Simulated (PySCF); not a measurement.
# WFCl: structure of the triplet

Aim: relax WFCl as a triplet from a bent start, check by its vibrations whether the end is a minimum, and collect its spectrum and constants.

The runs use PySCF 2.14.0; PBE0, basis W def2-TZVP with ECP60, F def2-TZVP, Cl def2-TZVP, scalar-relativistic core potentials, no spin–orbit coupling, density fitting.

### 1 Starting geometry

3 atoms, charge 0, spin multiplicity 3.

Bond lengths: W1–F2 2.010 Å, W1–Cl3 2.360 Å. Angles: F2–W1–Cl3 110.0°.

Coordinates in bohr (charge 0 multiplicity 3):
```
W     0.0000    0.0000    0.0000
F    -3.1114    0.0000    2.1787
Cl    3.6532    0.0000    2.5579
```

### 2 First SCF at the start

One driver script runs all steps and calls PySCF; scf.py shows how it sets up the SCF of each step. The optimiser is the driver's own. After this first run the driver tries any further starts and a stability analysis.

scf.py

```python
from pyscf import gto, scf, dft
mol = gto.M(atom='''
W      0.000000     0.000000     0.000000
F     -1.646500     0.000000     1.152900
Cl     1.933200     0.000000     1.353600''',
    basis={'W': 'def2-TZVP', 'F': 'def2-TZVP', 'Cl': 'def2-TZVP'},
    ecp={'W': 'def2-TZVP'},
    charge=0, spin=2)
mf = dft.UKS(mol, xc='PBE0')
mf.grids.atom_grid = (50, 194)
aux = {'W': 'def2-universal-JKFIT', 'F': 'def2-universal-JKFIT', 'Cl': 'def2-universal-JKFIT'}
mf = mf.density_fit(auxbasis=aux)
mf.conv_tol = 1e-08
mf.diis_space = 10
mf.max_cycle = 60
mf.init_guess = 'minao'
mf.verbose = 4
mf.kernel()
```

Command:

```sh
> OMP_NUM_THREADS=4 python axn.py task.json out
```

After this run come: Relaxation: bent start, triplet; Frequencies.

What does the calculation give? Wanted: minimum; geometry; wavenumbers; dipole moment; highest occupied, lowest empty level; polar-tensor charge of W1; zero-point energy; atomisation energy; ⟨S²⟩.

As calculated:

| quantity | value |
| --- | --- |
| minimum | triplet, C∞v |
| geometry | W–Cl 2.206 Å, W–F 1.831 Å; Cl–W–F 180.0° |
| wavenumbers (cm⁻¹) | 27 (π), 433 (σ+), 713 (σ+) |
| dipole moment | 0.71 D |
| highest occupied, lowest empty level (either spin) | -5.88, -3.48 eV |
| polar-tensor charge of W1 | +0.93 e |
| zero-point energy | 7.2 kJ/mol |
| entropy at 298.15 K | 316.0 J/(mol K) |
| atomisation energy (no zero-point energy) | 948 kJ/mol |
| ⟨S²⟩ | 2.015 |

From Cs at the start the molecule goes to a C∞v minimum. The strongest infrared band lies at 713 cm⁻¹ (σ+, stretch). Most of the spin sits on W1 (Mulliken spin 2.12, against 2 for the whole molecule). The first SCF alone would have been 36 kJ/mol too high. Other starts or spin states, not run here, may lie lower. One determinant may miss the lowest occupation of an open d or f shell. With an element this heavy the missing spin–orbit coupling can shift these numbers.
